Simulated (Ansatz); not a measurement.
Working through a relaxation of the ions of ZrB, space group Fm-3m

With Ansatz's Python interface.

The cells in order, each with its output:

```python
from collections import Counter
from pathlib import Path
import json
import warnings

import ansatz as az
from ase import Atoms
from ase.io import write
from ase.io.cube import read_cube_data
from ase.units import Bohr
import matplotlib.pyplot as plt
import numpy as np
from pymatgen.core import Lattice, Structure
from pymatgen.core import Structure
from pymatgen.io.ase import AseAtomsAdaptor
```

```python
XC = "pbe"
CUTOFF_EV = 470
MESH = (6, 6, 6)
SMEARING = "fermi_dirac"
FORCE_TOL = 0.005
```

```python
warnings.simplefilter("ignore", az.DeckWarning)
```

```python
pmg_structure = Structure(
    Lattice([[0.0, 2.456321, 2.456321], [2.456321, 0.0, 2.456321], [2.456321, 2.456321, 0.0]]),
    ["Zr", "B"],
    [
        [0.5, 0.5, 0.5],
        [0.0, 0.0, 0.0],
    ],
)
cell = az.Crystal.from_ase(AseAtomsAdaptor.get_atoms(pmg_structure))
```

```python
calculation = (
    cell.calculation()
    .functional(XC)
    .basis(CUTOFF_EV)
    .kpoints(mesh=MESH)
    .occupations(SMEARING)
    .relax(force_tolerance=FORCE_TOL, random_displacement=True, displacement_amplitude=0.1, displacement_seed=855)
    .density()
    .output_files(volumetric_format=["cube", "npy"])
)
result = calculation.run(threads=1, events_out="events.ndjson")
with open("events.ndjson") as stream:
    events = [json.loads(line) for line in stream]
steps = [e["data"] for e in events if e["event"] == "relax_step"]
rep = result.report
```

    

```python
rep["published_state_doubts"]
```

    []

```python
result.unlabelled_reasons
```

```python
for s in steps:
    flag = "" if s["accepted"] else "  (rejected)"
    print("step %2d  E = %.5f eV  largest force component = %.4f eV/A%s" % (s["step"], s["lagrangian_ev"], s["allowed_force_max_ev_ang"], flag))
```

    step  1  E = -4340.46121 eV  largest force component = 1.0287 eV/A
    step  2  E = -4340.56908 eV  largest force component = 0.0636 eV/A
    step  3  E = -4340.56990 eV  largest force component = 0.0006 eV/A
    step  4  E = -4340.56990 eV  largest force component = 0.0006 eV/A

```python
first, last = steps[0], steps[-1]
symbols = [site.symbol for site in result.lattice.sites]
print(f"energy gained {first['lagrangian_ev'] - last['lagrangian_ev']:.4f} eV in {len(steps) - 1} steps")
```

    energy gained 0.1087 eV in 3 steps

```python
print("atom   start x y z (A)              end x y z (A)")
for symbol, a, b in zip(symbols, first["positions_ang"], last["positions_ang"]):
    print(f"{symbol:3s}", " ".join(f"{v:8.4f}" for v in a), "  ", " ".join(f"{v:8.4f}" for v in b))
```

    atom   start x y z (A)              end x y z (A)
    Zr    2.3823   2.5036   2.4085      2.4215   2.4304   2.4381
    B     0.0042  -0.0993   0.0113     -0.0349  -0.0260  -0.0183

```python
moved = np.linalg.norm(np.array(last["positions_ang"]) - np.array(first["positions_ang"]), axis=1)
print("displacement by atom (A):", " ".join(f"{s}:{d:.3f}" for s, d in zip(symbols, moved)))

fig, (top, bottom) = plt.subplots(2, 1, sharex=True, figsize=(4.5, 4))
top.plot([s["lagrangian_ev"] - last["lagrangian_ev"] for s in steps], "o-")
top.set_ylabel("E - E(final) (eV)")
bottom.semilogy([max(s["allowed_force_max_ev_ang"], 1e-6) for s in steps], "s-")
bottom.set(xlabel="step", ylabel="largest force (eV/A)")
fig.tight_layout()
fig.savefig("relax.png", dpi=100)
```

    displacement by atom (A): Zr:0.088 B:0.088

```python
relaxed = Atoms(symbols, positions=[site.position_ang for site in result.lattice.sites], cell=result.lattice.cell_ang, pbc=True)
write("relaxed.vasp", relaxed, format="vasp")
```

```python
energy = rep["free_energy_ev"]
print("ZrB: {:.6f} eV = {:.6f} Ry = {:.6f} Ha".format(energy, energy / 13.605693, energy / 27.211386))
print("Fermi level {:.4f} eV, {} k-points, {} symmetry operations".format(rep["fermi_energy_ev"], rep["n_kpoints"], rep["n_symmetry_ops"]))
```

    ZrB: -4340.569905 eV = -319.026007 Ry = -159.513003 Ha
    Fermi level 12.0083 eV, 112 k-points, 1 symmetry operations

```python
final = Structure(result.lattice.cell_ang, [s.symbol for s in result.lattice.sites], [s.position_frac for s in result.lattice.sites])
# first shell of each atom, within 15 % of its shortest distance
for index, site in enumerate(final):
    near = final.get_neighbors(site, 4.5)
    edge = 1.15 * min(n.nn_distance for n in near)
    shell = Counter((round(n.nn_distance, 2), n.specie.symbol) for n in near if n.nn_distance < edge)
    print(f"{index:2d} {site.specie.symbol:2s}", ", ".join(f"{count} {symbol} at {d:.2f}" for (d, symbol), count in sorted(shell.items())))

# cube files hold the density in electrons per cubic bohr
folder = Path(result.write_results("cubes"))
print("\n".join((folder / "rho.cube").read_text().splitlines()[: 6 + 2]))
values, cube_atoms = read_cube_data(str(folder / "rho.cube"))
print("electrons from the file:", round(values.mean() * cube_atoms.get_volume() / Bohr ** 3, 3))
```

     0 Zr 6 B at 2.46
     1 B  6 Zr at 2.46
    ansatz rho
    values in e/bohr^3 (x slowest, z fastest)
        2    0.000000    0.000000    0.000000
       25    0.000000    0.185671    0.185671
       25    0.185671    0.000000    0.185671
       25    0.185671    0.185671    0.000000
       40   40.000000    4.575900    4.592718    4.607348
        5    5.000000   -0.065971   -0.049208   -0.034525
    electrons from the file: 15.0

`relaxed.vasp`, as written:
```text
Zr B
 1.0000000000000000
     0.0000000000000000    2.4563210000000000    2.4563210000000000
     2.4563210000000000    0.0000000000000000    2.4563210000000000
     2.4563210000000000    2.4563210000000000    0.0000000000000000
 Zr  B
   1   1
Cartesian
  2.4214617765850326  2.4303617240646367  2.4381035383031167
 -0.0349105466931493 -0.0260398189670711 -0.0182699945956872
```

Caveats:
- Total energies depend on the potentials; only differences at equal settings carry meaning. A total without «per atom» is that of the cell as typed.
- The mesh is modest for a metal, so energies can be off by several to tens of meV an atom and pressures by half a GPa or more; differences at equal mesh fare better.
- An absolute Fermi energy rests on an arbitrary zero of the periodic potential and has no direct meaning.
- Energies along a relaxation are free energies. A last row that repeats the one before re-solves the same geometry more tightly.
- The first row is the displaced cell, and groups found at tight tolerances show what the force threshold leaves of the kick.
- The fields are valence quantities on the plane-wave grid; their values near the nuclei depend on the potentials.
- This cell is a computed structure, which may not be the phase found in nature.
- Wall time of the script: 16 s on 1 thread of Arm Neoverse V1 (shared host), peak memory 0.51 GiB.

(Lines on the test bed's own set-up are left out of the output.)
